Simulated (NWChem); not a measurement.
# One shape, several levels: C2H5AlF (SMILES [CH2][Al]([CH3])[F])

We compute a comparison of 4 runs (UHF/def2-SVP, UPBE0/def2-SVP, USVWN5/def2-SVP, UMP2/def2-SVP) of C2H5AlF. 

Program for the calculation: NWChem 7.3.0.

1 further run of the same task is left out (it didn't finish). Runs told in other sessions of the task aren't counted.

### 1 The system as given

The species is C2H5AlF (9 atoms), meant as a doublet with charge 0. As SMILES, `[CH2][Al]([CH3])[F]`. One bond was lengthened or shortened from a relaxed shape.

Bond lengths: C1–Al2 1.918 Å, Al2–C3 1.939 Å, Al2–F4 1.906 Å, C1–H5 1.088 Å, C1–H6 1.089 Å, C3–H7 1.094 Å, C3–H8 1.094 Å, C3–H9 1.093 Å. Some angles: C1–Al2–C3 125.9°, C1–Al2–F4 116.2°, C3–Al2–F4 117.9°, Al2–C1–H5 124.0°, Al2–C1–H6 123.9°, Al2–C3–H7 111.0°, Al2–C3–H8 110.9°, Al2–C3–H9 112.4°, H5–C1–H6 112.2°, H7–C3–H8 106.5°.

### 2 The energy at UHF/def2-SVP (run 1)

Input file geom.nw:

```
echo
start geom
title "C2H5AlF hf"
memory 2200 mb

geometry noautosym nocenter noautoz
 C     -0.665343     1.734585    -0.620796
 Al    -0.091743    -0.081615    -0.397296
 C      0.628157    -0.855215     1.228504
 F     -0.253200    -1.209400    -1.924700
 H     -1.065743     2.136285    -1.549596
 H     -0.627943     2.483885     0.168204
 H      0.011757    -1.692715     1.569804
 H      1.632257    -1.256315     1.059304
 H      0.688957    -0.129215     2.042904
end

basis spherical bse
 * library def2-SVP
end

scf
 nopen 1
 uhf
 thresh 1e-08
 maxiter 80
 print medium
end

task scf energy
```

On the command line:

```
nwchem geom.nw > geom.out
```

Standard output:

```text
[...]
  functions       =    85
[...]
  wavefunction    = UHF
[...]
         Total SCF energy =   -419.816440740831
      One electron energy =   -857.319638729793
      Two electron energy =    299.174833575343
 Nuclear repulsion energy =    138.328364413619
                       Sz =      0.5000
                 Sz(Sz+1) =      0.7500
                      S^2 =      0.7580
[...]
```

Run time: 14 s. Hardware: 1 thread of Intel Xeon Platinum 8375C at 2.90GHz (Ice Lake), shared host; peak memory 0.095 GiB.

### 3 The energy at UPBE0/def2-SVP (run 2)

Input file m1.xyz:

```xyz
9
C2H5AlF PBE0
C     -0.665343     1.734585    -0.620796
Al    -0.091743    -0.081615    -0.397296
C      0.628157    -0.855215     1.228504
F     -0.253200    -1.209400    -1.924700
H     -1.065743     2.136285    -1.549596
H     -0.627943     2.483885     0.168204
H      0.011757    -1.692715     1.569804
H      1.632257    -1.256315     1.059304
H      0.688957    -0.129215     2.042904
```

Input file m1.nw:

```
echo
start m1
title "C2H5AlF PBE0"
memory 2200 mb

geometry noautosym nocenter noautoz
 load format xyz m1.xyz
end

basis spherical bse
 * library def2-SVP
end

dft
 xc pbe0
 mult 2
 grid xfine
 convergence energy 1e-08
 iterations 100
 mulliken
 noprint "final vectors analysis"
end

task dft energy
```

On the command line:

```
nwchem m1.nw > m1.out
```

Standard output:

```text
[...]
          Wavefunction type:  spin polarized.
          No. of atoms     :     9
          No. of electrons :    39
[...]
          Charge           :     0
          Spin multiplicity:     2
[...]
          AO basis - number of functions:    85
[...]
              XC Information
              --------------
                         PBE0 Method XC Functional
                     Hartree-Fock (Exact) Exchange  0.250
          PerdewBurkeErnzerhof Exchange Functional  0.750
            Perdew 1991 LDA Correlation Functional  1.000 local
           PerdewBurkeErnz. Correlation Functional  1.000 non-local
[...]
 d= 0,ls=0.0,diis     1   -420.8950302802 -5.59D+02  9.74D-03  1.64D-01     5.0
[...]
 d= 0,ls=0.0,diis    11   -420.9771028456 -2.26D-09  1.22D-07  2.01D-10    56.4
[...]
         Total DFT energy =     -420.977102845622
      One electron energy =     -857.520471476863
           Coulomb energy =      339.718061577341
    Exchange-Corr. energy =      -41.503057359718
 Nuclear repulsion energy =      138.328364413619
[...]
      Total Density - Mulliken Population Analysis
     ---------------------------------------------
    Atom       Charge   Shell Charges
 -----------   ------   -------------------------------------------------------
    1 C    6     6.40   1.99  0.92  0.42  1.94  1.11  0.01
    2 Al  13    12.11   2.00  1.98  0.86  0.02  5.92  0.76  0.34  0.22
    3 C    6     6.45   1.99  0.87  0.31  2.11  1.16  0.01
    4 F    9     9.47   1.99  1.12  0.84  3.30  2.22  0.00
    5 H    1     0.90   0.72  0.15  0.03
    6 H    1     0.91   0.73  0.16  0.03
    7 H    1     0.92   0.72  0.17  0.03
    8 H    1     0.92   0.72  0.17  0.03
    9 H    1     0.92   0.72  0.17  0.03
[...]
      <S2> =      0.7533 (Exact =     0.7500)
[...]
```

Run time: 57 s. Hardware: 1 thread of Intel Xeon Platinum 8375C at 2.90GHz (Ice Lake), shared host; peak memory 0.14 GiB.

### 4 The energy at USVWN5/def2-SVP (run 3)

Input file run.py:

```python
from ase import Atoms
from ase.calculators.nwchem import NWChem

molecule = Atoms(['C', 'Al', 'C', 'F', 'H', 'H', 'H', 'H', 'H'], positions=[
    [-0.665343, 1.734585, -0.620796],
    [-0.091743, -0.081615, -0.397296],
    [0.628157, -0.855215, 1.228504],
    [-0.253200, -1.209400, -1.924700],
    [-1.065743, 2.136285, -1.549596],
    [-0.627943, 2.483885, 0.168204],
    [0.011757, -1.692715, 1.569804],
    [1.632257, -1.256315, 1.059304],
    [0.688957, -0.129215, 2.042904],
])

calc = NWChem(
    label='c2h5alf',
    theory='dft',
    memory='2200 mb',
    basis='def2-SVP',
    basispar='spherical bse',
    dft={'xc': 'slater vwn_5', 'mult': '2', 'grid': 'xfine', 'convergence': 'energy 1e-08', 'iterations': '100', 'mulliken': None},
    task='energy',
)
molecule.calc = calc

e = molecule.get_potential_energy()
print(f"E = {e:.6f} eV")
```

On the command line:

```
export ASE_NWCHEM_COMMAND="nwchem PREFIX.nwi > PREFIX.nwo"
python run.py
```

Standard output:

```text
E = -11396.884682 eV
```

The calculator wrote c2h5alf.nwi:

```
title "c2h5alf"

permanent_dir c2h5alf

scratch_dir c2h5alf

start c2h5alf

geometry units angstrom nocenter noautosym noautoz
  C  -6.6534300000000002e-01 1.7345850000000000e+00 -6.2079600000000001e-01
  Al -9.1743000000000005e-02 -8.1614999999999993e-02 -3.9729599999999998e-01
  C  6.2815699999999997e-01 -8.5521499999999995e-01 1.2285040000000000e+00
  F  -2.5319999999999998e-01 -1.2094000000000000e+00 -1.9247000000000001e+00
  H  -1.0657430000000001e+00 2.1362850000000000e+00 -1.5495960000000000e+00
  H  -6.2794300000000003e-01 2.4838849999999999e+00 1.6820399999999999e-01
  H  1.1757000000000000e-02 -1.6927150000000000e+00 1.5698040000000000e+00
  H  1.6322570000000001e+00 -1.2563150000000001e+00 1.0593040000000000e+00
  H  6.8895700000000004e-01 -1.2921500000000000e-01 2.0429040000000001e+00
end

memory 2200 mb

basis spherical bse noprint
   * library def2-SVP
end

dft
  xc slater vwn_5
  mult 2
  grid xfine
  convergence energy 1e-08
  iterations 100
  mulliken
end

task dft energy
```

c2h5alf.nwo:

```text
Northwest Computational Chemistry Package (NWChem) 7.3.0
             --------------------------------------------------------

           Job information
           ---------------

    nwchem branch   = 7.3.0
    use scalapack   = T
    input           = c2h5alf.nwi
    prefix          = c2h5alf.
    data base       = c2h5alf/c2h5alf.db
    status          = startup
    nproc           =        1

           Memory information
           ------------------

[... 5 lines left out ...]
    hardfail = no
[... 39 lines left out ...]
            Nuclear Dipole moment (a.u.)
[... 85 lines left out ...]
          Convergence on density requested:  1.00D-05
[... 24 lines left out ...]
          Convergence aids based upon iterative change in
[... 29 lines left out ...]
 2-e energy   =     295.243773
[... 68 lines left out ...]
           Coulomb energy =      339.410987032672
[... 612 lines left out ...]
                     DFT Final Beta Molecular Orbital Analysis
[... 706 lines left out ...]
     Multipole analysis of the density
     ---------------------------------

     L   x y z        total         alpha         beta         nuclear
     -   - - -        -----         -----         ----         -------
     0   0 0 0     -0.000000    -20.000000    -19.000000     39.000000

     1   1 0 0      0.076613      3.506139      2.344135     -5.773661
[... 8 lines of this table left out ...]
     2   0 0 2    -26.430904   -116.061886   -113.738522    203.369504

 Task  times  cpu:       21.8s     wall:       21.8s
 Total times  cpu:       21.9s     wall:       21.9s
```

Wall time 23 s (1 thread of Intel Xeon Platinum 8375C at 2.90GHz (Ice Lake), shared host); peak memory 0.14 GiB.

### 5 The energy at UMP2/def2-SVP (run 4)

Input file a.nw:

```
start a
title "C2H5AlF"
memory 2200 mb
geometry noautosym nocenter noautoz
  C       -0.665343       1.734585      -0.620796
  Al      -0.091743      -0.081615      -0.397296
  C        0.628157      -0.855215       1.228504
  F       -0.253200      -1.209400      -1.924700
  H       -1.065743       2.136285      -1.549596
  H       -0.627943       2.483885       0.168204
  H        0.011757      -1.692715       1.569804
  H        1.632257      -1.256315       1.059304
  H        0.688957      -0.129215       2.042904
end
basis spherical bse
  * library def2-SVP
end
scf
  nopen 1
  uhf
  thresh 1e-08
  maxiter 80
  print medium
end
mp2
  freeze core 8
  tight
end
task mp2
```

On the command line:

```
nwchem a.nw > a.out
```

Standard output:

```text
[...]
  functions       =    85
[...]
  wavefunction    = UHF
[...]
         Total SCF energy =   -419.816440740831
      One electron energy =   -857.319638729793
      Two electron energy =    299.174833575343
 Nuclear repulsion energy =    138.328364413619
                       Sz =      0.5000
                 Sz(Sz+1) =      0.7500
                      S^2 =      0.7580
[...]
          Total MP2 energy          -420.326005166573
[...]
```

Wall time 17 s (1 thread of Intel Xeon Platinum 8375C at 2.90GHz (Ice Lake), shared host); peak memory 0.2 GiB.

### 6 Overview of the runs

| run | level | iteration cap | module | energy (Eh) | dipole moment (D) of the reference | HOMO energy (eV) | LUMO energy (eV) | wall time |
| --- | --- | --- | --- | --- | --- | --- | --- | --- |
| 1 | UHF/def2-SVP | 80 | scf | -419.816441 | 3.27 | -10.90 | 0.99 | 14 s |
| 2 | UPBE0/def2-SVP | 100 | dft | -420.977103 | 3.01 | – | – | 57 s |
| 3 | USVWN5/def2-SVP | 100 | dft | -418.827790 | 2.89 | -6.08 | -4.57 | 23 s |
| 4 | UMP2/def2-SVP | 80 | mp2 | -420.326005 | – | -10.90 | 0.99 | 17 s |

### 7 What came out

| quantity | value |
| --- | --- |
| run 4: total energy | -420.32601 Eh |
| run 4: HOMO energy (Hartree–Fock orbitals) (highest over α and β) | -10.90 eV |
| run 4: LUMO energy (Hartree–Fock orbitals) (lowest over α and β) | 0.99 eV |
| run 4: correlation energy (8 core orbitals frozen) | -509.6 mEh |
| run 4: ⟨S²⟩ of the reference determinant | 0.758 |

Over runs 1, 2, 3 the dipole moment (its size) runs from 2.89 D (USVWN5/def2-SVP) to 3.27 D (UHF/def2-SVP). Totals of different functionals can't be ranked against each other. All runs together took 1.8 min, the longest 57 s.
